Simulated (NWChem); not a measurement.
# SiPH3Cl2 (SMILES P[SiH](Cl)Cl): levels of theory compared

Aim: a comparison of 5 runs (HF/STO-3G, HF/3-21G, B3LYP/6-31G*, M06-2X/def2-SVPD) of SiPH3Cl2. 

The calculation is run with NWChem 7.3.0.

## 1. The molecule

The species is SiPH3Cl2 (7 atoms), meant as a singlet with charge 0. As SMILES, `P[SiH](Cl)Cl`. The coordinates come from a GFN2-xTB relaxation. This is one conformer, not always the lowest.

Bond lengths: P1–Si2 2.246 Å, Si2–Cl3 2.020 Å, Si2–Cl4 2.020 Å, P1–H5 1.386 Å, P1–H6 1.387 Å, Si2–H7 1.461 Å. Angles: P1–Si2–Cl3 107.4°, P1–Si2–Cl4 107.6°, Cl3–Si2–Cl4 109.9°, P1–Si2–H7 117.7°, Cl3–Si2–H7 107.0°, Cl4–Si2–H7 107.1°, Si2–P1–H5 94.6°, Si2–P1–H6 94.9°, H5–P1–H6 93.0°.

## 2. Energy and forces at HF/STO-3G (run 1)

job.xyz

```xyz
7

P     -1.362940     0.695660     0.054830
Si     0.520060    -0.529120     0.071260
Cl     0.876330    -1.066280     1.986070
Cl     0.187730    -2.174620    -1.052570
H     -1.185580     1.156810    -1.240580
H     -0.775950     1.821200     0.612730
H      1.740350     0.096350    -0.431740
```

job.nw

```
start job
memory 2200 mb

geometry noautosym nocenter noautoz
   load job.xyz
end

basis spherical bse
   P library STO-3G
   Si library STO-3G
   Cl library STO-3G
   H library STO-3G
end

scf
   thresh 1e-08
   maxiter 80
   print medium
end

task scf gradient
```

The run is started by

```console
$ nwchem job.nw > job.out
```

Standard output:

```text
[...]
  functions       =    39
[...]
  wavefunction    = RHF
[...]
         Total SCF energy =  -1533.541130224522
      One-electron energy =  -2804.755863179588
      Two-electron energy =    932.002617040534
 Nuclear repulsion energy =    339.212115914531
        Time for solution =      1.4s
[...]
                         RHF ENERGY GRADIENTS
    atom               coordinates                        gradient
                 x          y          z           x          y          z
   1 P      -2.575583   1.314607   0.103614   -0.011441  -0.000876   0.003171
   2 Si      0.982771  -0.999892   0.134662    0.002899  -0.057237   0.019646
   3 Cl      1.656024  -2.014977   3.753128   -0.009383   0.011570  -0.035541
   4 Cl      0.354758  -4.109436  -1.989069    0.003477   0.032041   0.021006
   5 H      -2.240421   2.186054  -2.344356   -0.000148   0.002797  -0.002574
   6 H      -1.466333   3.441569   1.157892    0.000125   0.004068   0.000204
   7 H       3.288785   0.182075  -0.815870    0.014472   0.007637  -0.005913
[...]
```

It took 2.8 s on 1 thread of Intel Xeon 6975P-C (Granite Rapids), shared host; peak memory 0.094 GiB.

## 3. Energy and forces at HF/3-21G (run 2)

cl2h3psi.nw

```
start cl2h3psi
title "Cl2H3PSi"
memory 2200 mb

geometry units au noautosym nocenter noautoz
P  -2.57558332  1.31460688  0.10361368
Si  0.98277097 -0.99989189  0.13466188
Cl  1.65602369 -2.01497717  3.75312836
Cl  0.35475829 -4.10943623 -1.98906903
H  -2.24042150  2.18605408 -2.34435644
H  -1.46633299  3.44156922  1.15789189
H   3.28878486  0.18207511 -0.81587036
end

basis spherical bse
P library 3-21G
Si library 3-21G
Cl library 3-21G
H library 3-21G
end

scf
thresh 1e-08
maxiter 80
end

task scf gradient
```

The run is started by

```console
$ nwchem cl2h3psi.nw > cl2h3psi.out
```

Standard output:

```text
[...]
  functions       =    58
[...]
  wavefunction    = RHF
[...]
         Total SCF energy =  -1542.783582869713
      One-electron energy =  -2811.305182098746
      Two-electron energy =    929.309507716439
 Nuclear repulsion energy =    339.212091512593
        Time for solution =      1.7s
[...]
                         RHF ENERGY GRADIENTS
    atom               coordinates                        gradient
                 x          y          z           x          y          z
   1 P      -2.575583   1.314607   0.103614    0.015702   0.001412  -0.003801
   2 Si      0.982771  -0.999892   0.134662   -0.010003  -0.045268   0.018388
   3 Cl      1.656024  -2.014977   3.753128   -0.011562   0.015043  -0.056683
   4 Cl      0.354758  -4.109436  -1.989069    0.009085   0.048014   0.034234
   5 H      -2.240422   2.186054  -2.344356    0.002630  -0.003432   0.016290
   6 H      -1.466333   3.441569   1.157892   -0.003526  -0.012649  -0.010208
   7 H       3.288785   0.182075  -0.815870   -0.002326  -0.003119   0.001780
[...]
```

Wall time 3.3 s (1 thread of Intel Xeon 6975P-C (Granite Rapids), shared host); peak memory 0.099 GiB.

Run 3 isn't shown in full; the table further down has it.

## 4. Energy and gradient at B3LYP/6-31G(d) (Cartesian functions) (run 4)

run.py

```python
from ase import Atoms
from ase.calculators.nwchem import NWChem

mol = Atoms('PSiClClHHH', positions=[
    [-1.362940, 0.695660, 0.054830],
    [0.520060, -0.529120, 0.071260],
    [0.876330, -1.066280, 1.986070],
    [0.187730, -2.174620, -1.052570],
    [-1.185580, 1.156810, -1.240580],
    [-0.775950, 1.821200, 0.612730],
    [1.740350, 0.096350, -0.431740],
])

calc = NWChem(
    label='cl2h3psi',
    theory='dft',
    memory='2200 mb',
    basis='6-31G*',
    dft={'xc': 'b3lyp', 'mult': '1', 'grid': 'xfine', 'convergence': 'energy 1e-08', 'iterations': '100', 'mulliken': None},
)
mol.calc = calc

forces = mol.get_forces()
print("Total energy (eV):", round(mol.get_potential_energy(), 6))
print("forces (eV/A):")
for s, f in zip(mol.symbols, forces):
    print(f"{s:2s} {f[0]:10.5f} {f[1]:10.5f} {f[2]:10.5f}")
print("dipole (e A):", mol.get_dipole_moment().round(4))
```

The run is started by

```console
$ export ASE_NWCHEM_COMMAND="nwchem PREFIX.nwi > PREFIX.nwo"
$ python run.py
```

Standard output:

```text
Total energy (eV): -42263.058539
forces (eV/A):
P    -0.62118   -0.74737    0.39693
Si   -0.22317    0.78084   -0.21500
Cl    0.23659   -0.27115    1.05477
Cl   -0.15195   -0.88539   -0.65239
H     0.07862    0.22919   -0.87140
H     0.37919    0.68756    0.43616
H     0.30185    0.20631   -0.14902
dipole (e A): [ 0.0799  0.4149 -0.1694]
```

The calculator wrote cl2h3psi.nwi:

```
title "cl2h3psi"

permanent_dir cl2h3psi

scratch_dir cl2h3psi

start cl2h3psi

geometry units angstrom nocenter noautosym noautoz
  P  -1.3629400000000000e+00 6.9565999999999995e-01 5.4829999999999997e-02
  Si 5.2005999999999997e-01 -5.2912000000000003e-01 7.1260000000000004e-02
  Cl 8.7633000000000005e-01 -1.0662799999999999e+00 1.9860700000000000e+00
  Cl 1.8773000000000001e-01 -2.1746200000000000e+00 -1.0525700000000000e+00
  H  -1.1855800000000001e+00 1.1568099999999999e+00 -1.2405800000000000e+00
  H  -7.7595000000000003e-01 1.8211999999999999e+00 6.1273000000000000e-01
  H  1.7403500000000001e+00 9.6350000000000005e-02 -4.3174000000000001e-01
end

memory 2200 mb

basis noprint
   * library 6-31G*
end

dft
  xc b3lyp
  mult 1
  grid xfine
  convergence energy 1e-08
  iterations 100
  mulliken
end

task dft gradient
```

cl2h3psi.nwo:

```text
Northwest Computational Chemistry Package (NWChem) 7.3.0
             --------------------------------------------------------

           Job information
           ---------------

    nwchem branch   = 7.3.0
    use scalapack   = T
    input           = cl2h3psi.nwi
    prefix          = cl2h3psi.
    data base       = cl2h3psi/cl2h3psi.db
    status          = startup
    nproc           =        1

           Memory information
           ------------------

    heap     =     72089596 doubles =      550.0 Mbytes
    stack    =     72089601 doubles =      550.0 Mbytes
    global   =    144179200 doubles =     1100.0 Mbytes (distinct from heap & stack)
    total    =    288358397 doubles =     2200.0 Mbytes
    verify   = yes
    hardfail = no

[... 109 lines left out ...]
  convergence criterion.
[... 41 lines left out ...]
          Spatial weights used:  Erf1
[... 79 lines left out ...]
         Total DFT energy =    -1553.138767020945
[... 3 lines left out ...]
 Nuclear repulsion energy =      339.212115914531
[... 648 lines left out ...]
          Convergence on gradient requested:  5.00D-04
[... 28 lines left out ...]
          total energy or number of iterations.
[... 38 lines left out ...]
                 ----------------------------------------
                 |  Time  |  1-e(secs)   |  2-e(secs)   |
                 ----------------------------------------
                 |  CPU   |       0.01   |       4.71   |
                 ----------------------------------------
                 |  WALL  |       0.01   |       4.71   |
                 ----------------------------------------

 Task  times  cpu:       23.6s     wall:       23.6s
 Total times  cpu:       23.6s     wall:       23.6s
```

Wall time 25 s (1 thread of Intel Xeon 6975P-C (Granite Rapids), shared host); peak memory 0.14 GiB.

## 5. Energy and forces at M06-2X/def2-SVPD (run 5)

work.nw

```
start work
memory stack 880 mb heap 220 mb global 1100 mb

geometry noautosym nocenter noautoz
 P     -1.362940     0.695660     0.054830
 Si     0.520060    -0.529120     0.071260
 Cl     0.876330    -1.066280     1.986070
 Cl     0.187730    -2.174620    -1.052570
 H     -1.185580     1.156810    -1.240580
 H     -0.775950     1.821200     0.612730
 H      1.740350     0.096350    -0.431740
end

basis spherical bse
 * library def2-SVPD
end

dft
 xc m06-2x
 mult 1
 grid fine
 convergence energy 1e-08
 maxiter 100
 mulliken
end

task dft gradient
```

The run is started by

```console
$ nwchem work.nw > work.out
```

Standard output:

```text
[...]
          Wavefunction type:  closed shell.
          No. of atoms     :     7
          No. of electrons :    66
[...]
          Charge           :     0
          Spin multiplicity:     1
[...]
          AO basis - number of functions:   126
[...]
              XC Information
              --------------
                       M06-2X Method XC Functional
                     Hartree-Fock (Exact) Exchange  0.540
                        M06-2X Exchange Functional  1.000
                      M06-2X Correlation Potential  1.000
[...]
 d= 0,ls=0.0,diis     1  -1552.5668579693 -1.89D+03  9.34D-03  3.67D-01     3.1
[...]
 d= 0,ls=0.0,diis     8  -1552.6190058108 -6.95D-09  1.18D-06  1.16D-08    22.6
         Total DFT energy =    -1552.619005810811
      One electron energy =    -2821.074621023656
           Coulomb energy =     1031.052275790501
    Exchange-Corr. energy =     -101.808776492187
 Nuclear repulsion energy =      339.212115914531
[...]
      Total Density - Mulliken Population Analysis
     ---------------------------------------------
    Atom       Charge   Shell Charges
 -----------   ------   -------------------------------------------------------
    1 P   15    15.47   2.00  1.98  1.23  0.34  0.12  5.93  1.49  2.18  0.09  0.09
    2 Si  14    13.26   2.00  1.98  1.08 -0.17 -0.02  5.93  1.19  0.87  0.34  0.05
    3 Cl  17    17.49   2.00  1.99  1.25  0.70  0.04  5.94  2.15  3.16  0.23  0.02  0.02
    4 Cl  17    17.49   2.00  1.99  1.25  0.70  0.04  5.94  2.15  3.16  0.23  0.02  0.02
    5 H    1     0.75   0.73 -0.03  0.02  0.02
    6 H    1     0.74   0.73 -0.03  0.02  0.02
    7 H    1     0.81   0.75  0.04  0.01  0.01
[...]
  wavefunction    = closed shell
                         DFT ENERGY GRADIENTS
    atom               coordinates                        gradient
                 x          y          z           x          y          z
   1 P      -2.575583   1.314607   0.103614    0.010385   0.016853  -0.008208
   2 Si      0.982771  -0.999892   0.134662    0.004101  -0.020466   0.006177
   3 Cl      1.656024  -2.014977   3.753128   -0.003142   0.005757  -0.019571
   4 Cl      0.354758  -4.109436  -1.989069    0.003852   0.016813   0.011177
   5 H      -2.240421   2.186054  -2.344356   -0.002382  -0.003480   0.016339
   6 H      -1.466333   3.441569   1.157892   -0.008049  -0.012102  -0.008326
   7 H       3.288785   0.182075  -0.815870   -0.004765  -0.003376   0.002411
[...]
```

Wall time 34 s (1 thread of Intel Xeon 6975P-C (Granite Rapids), shared host); peak memory 0.14 GiB.

## 6. Overview of the runs

| run | level | iteration cap | module | energy (Eh) | dipole moment (D) | HOMO energy (eV) | LUMO energy (eV) | wall time |
| --- | --- | --- | --- | --- | --- | --- | --- | --- |
| 1 | HF/STO-3G | 80 | scf | -1533.541130 | 3.78 | -8.47 | 8.13 | 2.8 s |
| 2 | HF/3-21G | 80 | scf | -1542.783583 | 3.61 | -10.90 | 3.06 | 3.3 s |
| 3 | B3LYP/6-31G* (spherical functions) | 100 | dft | -1553.128165 | 2.19 | -7.70 | -0.09 | 24 s |
| 4 | B3LYP/6-31G* (Cartesian functions) | 100 | dft | -1553.138767 | 2.19 | -7.70 | -0.10 | 25 s |
| 5 | M06-2X/def2-SVPD | 100 | dft | -1552.619006 | 1.86 | -9.01 | 0.45 | 34 s |

## 7. Outcome

```
                       quantity           value
            run 5: total energy  -1552.61901 Eh
           run 5: dipole moment          1.86 D
             run 5: HOMO energy        -9.01 eV
             run 5: LUMO energy         0.45 eV
           run 5: HOMO–LUMO gap         9.47 eV
run 5: largest force on an atom      1.119 eV/Å
```

The dipole moment (its size) runs from 1.86 D (M06-2X/def2-SVPD) to 3.78 D (HF/STO-3G). The two ends differ in method and basis. The HOMO–LUMO gap runs from 7.60 eV (B3LYP/6-31G*) to 16.61 eV (HF/STO-3G). Totals of different functionals can't be ranked against each other. In run 1 the basis is minimal, so the values are rough. All runs together took 90 s, the longest 34 s.
